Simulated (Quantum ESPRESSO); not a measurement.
The system is AlBN.

```
Al B N
1.0
     2.64562    0.00000    0.00000
     0.00000    2.64562    0.00000
     0.00000    0.00000    5.40264
Al B N
1 1 1
Direct
  0.50000 0.50000 0.00000
  0.50000 0.50000 0.50000
  0.00000 0.00000 0.00000
```

The cell was built by a generator and needn't be a form met in nature.

- Program: Quantum ESPRESSO 7.5
- Task: phonons
- Functional: LDA
- Potentials or basis: GBRV 1.5 LDA
- Cutoff: 612 eV
- Density cutoff: 4898 eV
- k mesh: 8 × 8 × 4, shifted
- Occupations: fermi-dirac, width 0.05 eV
- Spin: no spin polarisation
- Form of the LDA correlation: PZ81
- Mixing beta: 0.5
- Most SCF iterations: 120
- SCF threshold: 6e-10 Ry

The cell and the atoms were relaxed first, to 12.00 Å³/atom (a = 2.612 Å, b = 2.612 Å, c = 5.274 Å, α = 90.00°, β = 90.00°, γ = 90.00°), and the response was taken there.

Q: Which optical modes does the crystal have at the zone centre, and which show in infrared and Raman spectra?

A: The optical modes are 2Eu + 2A2u. Infrared active: 2Eu + 2A2u. None is Raman active.

Optical modes at Γ, degenerate ones joined:
```csv
cm⁻¹,components,symmetry,active in
153i,2,Eu,IR
229,1,A2u,IR
335,1,A2u,IR
810,2,Eu,IR
```

Caveat: the mesh is thin for the phonons of a metal; some modes are imaginary; the layers were relaxed without a dispersion term, so their spacing and the soft interlayer modes are unreliable.
